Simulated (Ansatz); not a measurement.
## HgTe, space group I-4m2: a comparison of functionals at one structure, step by step

Program: Ansatz 0.2.0 through its Python package.

Notebook, run cell by cell (the value of a cell's last expression is shown):

**Cell 1**
```python
import ansatz as az
import pandas as pd
```

**Cell 2**
```python
lattice = az.Lattice.of(
    (-3.045603, 3.045603, 1.55941),
    (3.045603, -3.045603, 1.55941),
    (3.045603, 3.045603, -1.55941),
)
sites = [
    ("Hg", (0.25, 0.75, 0.5)),
    ("Te", (0.0, 0.0, 0.0)),
]
system = az.Crystal(lattice=lattice)
for symbol, position in sites:
    system = system.atom(symbol, position)
```

**Cell 3**
```python
system.resolved().sites[-1]
```
Output:
```text
Site(symbol='Te', position=(0.0, 0.0, 0.0), moment=None, axis=None, held=None, saved=None)
```

**Cell 4**
```python
setup = system.calculation()
setup = setup.kpoints(8, 8, 8).occupations(az.OccupationsMethod.COLD, width=10 * az.meV)
setup = setup.stress()
```

**Cell 5**
```python
rows = []
for value in ["blyp", "pbesol", "lda"]:
    rep = setup.functional(value).run(threads=1).report
    rows.append((value, rep["free_energy_ev"] / len(rep["lattice"]["sites"]), rep["n_iterations"], sum(rep["stress_gpa"][i][i] for i in range(3)) / 3, rep["n_kpoints"]))
```
Output:
```text
DeckWarning: basis.ecutwfc = 420 eV, auto-derived from the records' recommended cutoffs: set by Hg (normal level)
```

**Cell 6**
```python
table = pd.DataFrame(rows, columns=["functional", "F/atom (eV)", "iterations", "P (GPa)", "k-points"])
table.round(5)
```
Output:
```text
  functional  F/atom (eV)  iterations  P (GPa)  k-points
0       blyp -10418.96568           6  4.07878        59
1     pbesol -10284.77751           6 -3.74009        59
2        lda -10174.79984           6 -5.28539        59
```

From lowest to highest: LDA (-5.3 GPa), PBEsol (-3.7 GPa) and BLYP (4.1 GPa). At a fixed cell a lower pressure usually means a smaller equilibrium volume, so LDA prefers the smallest cell and BLYP the largest.

Caveats:
- BLYP can be off by several per cent in the lattices of metals, and by several GPa in the pressure at a fixed cell.
- Pressure is positive in compression.
- Spin-orbit coupling, which matters for elements this heavy, is left out.
- The structure comes from a database of computed cells and needn't be a stable or known phase.
- Warnings are shown shortened and without file and line.
- Total energies of different functionals can't be compared; pressures, moments and gaps at this one structure can.
- It ran for 20 s on 1 thread of Intel(R) Xeon(R) Platinum 8259CL CPU @ 2.50GHz (Skylake/Cascade Lake) (shared host), peak memory 0.52 GiB.
